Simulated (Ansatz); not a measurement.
**C₂H₆InN: one species, many methods**

An exercise on one series of results from a longer session: the logs are not shown, and one member is left open.

Method: functionals in def2-TZVPP, the program's frozen cores in correlated methods; program: Ansatz 0.2.0, Gaussian basis.

Levels to be run: PBE-D4, r2SCAN-D4, PBE0-D4, B3LYP-D4, ωB97X-V, ωB97M-V, B2PLYP; CCSD(T)/def2-TZVPP; MP2/def2-QZVPP; extrapolation to the limit.

## The geometry

The geometry comes from an earlier relaxation with PBE0-D4 in a triple-zeta def2 set; it is a stationary point, not always the lowest conformer. In takes the def2 core potential; no spin-orbit term is included.

SMILES `C=C[NH][InH2]`, 10 atoms, charge 0, spin multiplicity 1.

Atoms are counted from 1 here; the program's logs count them from 0.

Bond lengths: C1–C2 1.336 Å, C1–H5 1.085 Å, C1–H6 1.081 Å, C2–N3 1.379 Å, C2–H7 1.090 Å, N3–In4 2.039 Å, N3–H8 1.007 Å, In4–H9 1.704 Å, In4–H10 1.712 Å. Angles: C2–C1–H5 122.5°, C2–C1–H6 119.9°, H5–C1–H6 117.6°, C1–C2–N3 127.5°, C1–C2–H7 118.1°, N3–C2–H7 114.4°, C2–N3–In4 130.6°, C2–N3–H8 112.7°, In4–N3–H8 116.7°, N3–In4–H9 118.4°, N3–In4–H10 110.4°, H9–In4–H10 131.2°.

Coordinates:

```mol
C2H6InN
  3D, bonds by distance, orders not assigned

 10  9  0  0  0  0  0  0  0  0999 V2000
    0.6887    1.2781    0.8907 C   0  0
    0.9592   -0.0116    0.6726 C   0  0
    0.2520   -0.8966   -0.1133 N   0  0
   -1.4376   -0.6283   -1.2219 In  0  0
   -0.1629    1.7785    0.4423 H   0  0
    1.3301    1.8624    1.5349 H   0  0
    1.8339   -0.4419    1.1592 H   0  0
    0.6580   -1.8181   -0.1220 H   0  0
   -2.1633    0.9137   -1.2353 H   0  0
   -1.8751   -2.0873   -2.0044 H   0  0
  1  2  8  0
  2  3  8  0
  3  4  8  0
  1  5  8  0
  1  6  8  0
  2  7  8  0
  3  8  8  0
  4  9  8  0
  4 10  8  0
M  END
```

The first run:

Input file in.yaml:

```yaml
crystal:
  periodic: [false, false, false]
  atoms:
    - {symbol: C, position_ang: [0.688689, 1.278112, 0.890749]}
    - {symbol: C, position_ang: [0.959225, -0.011577, 0.672635]}
    - {symbol: N, position_ang: [0.252002, -0.896636, -0.113293]}
    - {symbol: In, position_ang: [-1.437623, -0.628316, -1.221947]}
    - {symbol: H, position_ang: [-0.162924, 1.778466, 0.442322]}
    - {symbol: H, position_ang: [1.330098, 1.862369, 1.534883]}
    - {symbol: H, position_ang: [1.833947, -0.441915, 1.159218]}
    - {symbol: H, position_ang: [0.658007, -1.818077, -0.121981]}
    - {symbol: H, position_ang: [-2.163254, 0.913740, -1.235270]}
    - {symbol: H, position_ang: [-1.875069, -2.087267, -2.004416]}
basis:
  gaussian: {orbitals: def2-TZVPP}
hamiltonian: {xc: pbe, dispersion: d4}
output: {forces: true, orbitals: {seedname: orbitals}}
```

The run is started by

```
$ ansatz run in.yaml --threads 4 --pin off --events-out ev --progress --plain --max-ram 10444MiB
```

Among the steps run: PBE-D4 (GGA); r2SCAN-D4 (meta-GGA); PBE0-D4 (hybrid); B3LYP-D4 (hybrid); ωB97X-V (range-separated); ωB97M-V (range-separated); B2PLYP (double hybrid); CCSD(T) in def2-TZVPP; MP2 in def2-QZVPP.

One of the session's tables, all rows but one given; the rest of the session is left out.

| method | atomisation energy (kJ/mol) |
| --- | --- |
| PBE-D4 | 3446.2 |
| r2SCAN-D4 | 3372.7 |
| PBE0-D4 | 3379.8 |
| B3LYP-D4 | ? |
| ωB97X-V | 3389.0 |
| ωB97M-V | 3386.6 |
| B2PLYP | 3332.8 |
| HF/def2-TZVPP | 2368.2 |
| MP2/def2-TZVPP | 3307.1 |
| CCSD/def2-TZVPP | 3229.2 |
| CCSD(T)/def2-TZVPP | 3285.6 |
| MP2/CBS | 3397.9 |
| CCSD(T)/CBS | 3376.4 |

Q: Estimate the row for B3LYP-D4 from the others.

The run gave: atomisation energy (kJ/mol): 3376.6. In the column «atomisation energy (kJ/mol)» it lies between CCSD(T)/CBS (3376.4) and PBE0-D4 (3379.8).
